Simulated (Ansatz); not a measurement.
**Molybdenum dichloride dioxide (MoCl₂O₂): how energies converge with the basis set**

The task here is to estimate one member of a computed series from the others.

Method: one geometry, several basis sets; program: Ansatz 0.2.0, Gaussian basis.

Levels to be run: PBE0-D4/def2-SVP; ωB97M-V/def2-SVP; PBE0-D4/def2-QZVPP; ωB97M-V/def2-QZVPP; the functionals' def2-TZVPP values are taken from earlier runs.

**Structure used throughout**

The geometry comes from an earlier relaxation with PBE0-D4 in a triple-zeta def2 set; it is a stationary point. Mo takes the def2 core potential; no spin-orbit term is included.

SMILES `[O]=[Mo](=[O])([Cl])[Cl]`, 5 atoms, charge 0, spin multiplicity 1.

Atoms are counted from 1 here; the program's logs count them from 0.

Bond lengths: O1–Mo2 1.663 Å, Mo2–O3 1.663 Å, Mo2–Cl4 2.242 Å, Mo2–Cl5 2.242 Å. Angles: O1–Mo2–O3 106.8°, O1–Mo2–Cl4 109.6°, O1–Mo2–Cl5 109.6°, O3–Mo2–Cl4 109.6°, O3–Mo2–Cl5 109.6°, Cl4–Mo2–Cl5 111.7°.

The first run:

The input, in.yaml:

```yaml
crystal:
  periodic: [false, false, false]
  atoms:
    - {symbol: O, position_ang: [0.178188, -0.217299, 1.700268]}
    - {symbol: Mo, position_ang: [0.077576, -0.076575, 0.046328]}
    - {symbol: O, position_ang: [1.234144, -1.086671, -0.592030]}
    - {symbol: Cl, position_ang: [-1.953204, -0.731568, -0.640755]}
    - {symbol: Cl, position_ang: [0.513296, 2.038512, -0.555111]}
basis:
  gaussian: {orbitals: def2-SVP}
hamiltonian: {xc: pbe0, dispersion: d4}
output: {orbitals: {seedname: orbitals}}
```

Run with:

```
> ansatz run in.yaml --threads 4 --pin off --events-out ev --progress --plain --max-ram 10444MiB
```

Steps of the session up to this table: PBE0-D4 in def2-SVP; ωB97M-V in def2-SVP; PBE0-D4 in def2-QZVPP; ωB97M-V in def2-QZVPP.

One of the session's tables, all rows but one given; the rest of the session is left out.

It belongs to the step «Functionals by basis». 

```
functional       basis  HOMO (eV)  LUMO (eV)
   PBE0-D4    def2-SVP     -10.00      -3.81
   PBE0-D4  def2-TZVPP      -9.96      -3.77
   PBE0-D4  def2-QZVPP      -9.96      -3.77
   ωB97M-V    def2-SVP          ?          ?
   ωB97M-V  def2-TZVPP     -12.20      -1.71
   ωB97M-V  def2-QZVPP     -12.22      -1.73
```

Estimate the missing values for ωB97M-V, def2-SVP.

**Answer.** HOMO (eV): -12.14; LUMO (eV): -1.71. In the column «HOMO (eV)» it lies between ωB97M-V, def2-TZVPP (-12.20) and PBE0-D4, def2-SVP (-10.00).
